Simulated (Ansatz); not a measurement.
This script drives Ansatz's Python interface.

The script reads `cdpd3.vasp`:
```text
CdPd3
1.0
  -2.00408786    2.00408786    3.97863666
   2.00408786   -2.00408786    3.97863666
   2.00408786    2.00408786   -3.97863666
Cd Pd
1 3
Direct
   0.00000000    0.00000000    0.00000000
   0.75000000    0.25000000    0.50000000
   0.25000000    0.75000000    0.50000000
   0.50000000    0.50000000    0.00000000
```

The script, `cdpd3.py`:
```python
"""Area of the Fermi surface of CdPd3."""

import ansatz as az
from ase.io import read

params = {
    "functional": "lda",
    "kspacing": 0.38,
    "smearing": "fermi_dirac",
    "max_iterations": 100,
    "extra_bands": 12,
}


def main() -> None:
    atoms = read("cdpd3.vasp", format="vasp")
    structure = az.Crystal.from_ase(atoms)

    calc = (
        structure.calculation()
        .functional(params["functional"])
        .basis(24 * az.Ry)
        .accuracy("medium")
        .kpoints(spacing=params["kspacing"])
        .occupations(params["smearing"])
        .mixing("anderson", preconditioner="local_kerker")
        .scf(max_iterations=params["max_iterations"], extra_bands=params["extra_bands"], algorithm="direct_min")
        .eigenstates(nscf_kmesh=(12, 12, 12), level_slopes=True)
    )
    surface = calc.run(threads=1).fermi_surface().to_plain()
    for way, reading in surface.items():
        if reading:
            rho_lambda = [f"{v:.3e}" for v in reading["resistivity_times_mean_free_path_ohm_m2"]]
            print(f"{way:24s} area {reading['spin_summed_area_per_ang2']:8.3f} 1/A^2  rho*lambda (ohm m^2) {rho_lambda}")


if __name__ == "__main__":
    main()
```

It is started by `python cdpd3.py`. Estimate its wall time and peak memory on 1 thread of Arm Neoverse V1 (shared host).

It took about 41 s, with a peak of 0.58 GiB, for 1 run of the engine.

```console
$ python cdpd3.py
DeckWarning: basis.ecutwfc = 326.536634951856 eV is below the records' recommended 420 eV, and the density's cutoff is lower with it unless basis.ecutrho_ratio is high enough to keep the records' density cutoff: compare with a run at a higher cutoff
by_tetrahedra            area   17.131 1/A^2  rho*lambda (ohm m^2) ['1.793e-15', '1.793e-15', '1.769e-15']
by_slopes                area   25.269 1/A^2  rho*lambda (ohm m^2) ['1.048e-15', '1.048e-15', '1.753e-15']
on_every_second_point    area   10.263 1/A^2  rho*lambda (ohm m^2) ['3.200e-15', '3.200e-15', '2.617e-15']
```
(Warnings from the package without file and line.)

Caveats:
- The settings weren't tested for convergence.
- The cutoff lies under the one recommended for these potentials.
- For a metal this k-point mesh is coarse: on a finer one energies can move by several to tens of meV an atom and pressures by half a GPa or more, differences at one mesh by less.
- This cell is a computed structure, which may not be the phase found in nature.
- The three readings differ by the mesh error.
